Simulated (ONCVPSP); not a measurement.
# Pseudopotential generation for lutetium: ONCV, BLYP

Do these settings give a usable potential? It is generated, then checked for transferability, scattering, ghosts and hardness.

The numbers are computed with ONCVPSP 4.0.1 (BLYP, fully relativistic, spin-unpolarised reference atom).

## Step 1: Settings

The settings as typed:

```json
{
  "element": "lutetium (Lu, Z = 71)",
  "type": "optimised norm-conserving Vanderbilt (ONCV)",
  "frozen core": "[Kr] 4d10 5s2",
  "valence charge": "23",
  "reference configuration": "4f14 5p6 5d1 6s1 (charge +1)",
  "partial waves": "6s: rc 2.90 bohr, ncon 3, nbas 7, qcut 2.1 1/bohr, 1 projector; 5p: rc 1.30 bohr, ncon 4, nbas 7, qcut 7 1/bohr, 2 projectors, debl 0.8 Ha; 5d: rc 3.00 bohr, ncon 5, nbas 9, qcut 4.1 1/bohr, 1 projector; 4f: rc 0.70 bohr, ncon 4, nbas 9, qcut 24.1 1/bohr, 3 projectors, debl 2.1 Ha",
  "local potential": "polynomial inside 0.50 bohr (lpopt 5, dvloc0 0 Ha)",
  "core correction": "Teter function, parameters optimised by the program"
}
```

An earlier all-electron run gives the scale for the radii.

All-electron outer shells of the reference configuration (BLYP, scalar-relativistic, ld1.x):

```
shell  level (eV)  outermost node (bohr)  outermost maximum (bohr)
   5s      -67.61                   0.57                      1.04
   5p      -38.20                   0.61                      1.19
   4f      -16.13                      –                      0.47
   6s      -10.24                   1.41                      2.89
   5d       -7.83                   0.68                      1.80
   6p       -6.01                   1.71                      3.81
```

## Step 2: The generation run

Input file Lu.dat:

```
# ATOM AND REFERENCE CONFIGURATION
# atsym  z   nc   nv     iexc    psfile
  Lu 71.00   10    4  -106131      upf
#
#   n    l    f
    1    0    2.00
    2    0    2.00
    2    1    6.00
    3    0    2.00
    3    1    6.00
    3    2   10.00
    4    0    2.00
    4    1    6.00
    4    2   10.00
    5    0    2.00
    4    3   14.00
    5    1    6.00
    5    2    1.00
    6    0    1.00
#
# PSEUDOPOTENTIAL AND OPTIMIZATION
# lmax
    3
#
#   l,   rc,      ep,       ncon, nbas, qcut
    0    2.90    0.00    3    7    2.10
    1    1.30    0.00    4    7    7.00
    2    3.00    0.00    5    9    4.10
    3    0.70    0.00    4    9   24.10
#
# LOCAL POTENTIAL
# lloc, lpopt,  rc(5),   dvloc0
    4    5    0.50    0.00
#
# VANDERBILT-KLEINMAN-BYLANDER PROJECTORs
# l, nproj, debl
    0    1    1.90
    1    2    0.80
    2    1    3.70
    3    3    2.10
#
# MODEL CORE CHARGE
# icmod, fcfact, rcfact
    4    0.70    0.00
#
# LOG DERIVATIVE ANALYSIS
# epsh1, epsh2, depsh
   -3.00    5.00    0.02
#
# OUTPUT GRID
# rlmax, drl
    6.00    0.01
#
# TEST CONFIGURATIONS
# ncnf
    4
# nvcnf
#   n    l    f
    4
    4    3   14.00
    5    1    6.00
    5    2    1.00
    6    0    2.00
#
    4
    4    3   14.00
    5    1    6.00
    5    2    1.00
    6    0    0.00
#
    4
    4    3   14.00
    5    1    6.00
    5    2    0.00
    6    0    0.00
#
    4
    4    3   13.00
    5    1    6.00
    5    2    2.00
    6    0    1.00
#
```

The run is started by

```bash
$ oncvpspr.x < Lu.dat > Lu.out
```

What does the calculation give? Wanted: cutoffs for 1 and 0.1 mHa per electron, occupied waves; bound ghosts; GHOST(+) flags; largest miss of a reference level; largest test error; largest phase difference near zero energy, channels read; rms error of d²Exc/dn², without and with the model core; projector energies reset by the program.

As calculated:

| quantity | value |
| --- | --- |
| cutoffs for 1 and 0.1 mHa per electron, occupied waves | 248 Ha and 271 Ha |
| bound ghosts | s at -1733.63 eV, s at -461.93 eV, s at -21.49 eV, p3/2 at -635.96 eV and 3 more |
| GHOST(+) flags | f7/2 at 614 eV |
| largest miss of a reference level | 378 meV (4f) |
| largest test error (AE − PS) | -759 meV, for 4f13 5p6 5d2 6s1 |
| largest phase difference near zero energy, channels read | 0.022 rad |
| rms error of d²Exc/dn², without and with the model core | 7.21 and 2.36 mHa |
| projector energies reset by the program | p: -1.332, 0.250 Ha |

What this shows: A bound ghost (s, p3/2, d5/2, p1/2, d3/2) makes it unfit for use: electrons can fall into a state that the atom doesn't have. Already in the reference configuration the 4f level is off by 378 meV. The worst unpolarised test, 4f13 5p6 5d2 6s1, is off by 759 meV on 11.2 eV; by total energies transferability rates as poor. The potential is very hard: the looser tolerance needs 248 Ha. At the looser tolerance the 4f wave is the slowest; 5p needs 39 Ha. Near zero energy the phases of the channels with partial waves agree within 0.022 rad. The program also flags highly localised states, GHOST(+) (f7/2). These are tests on the free atom; a crystal test is still owed.
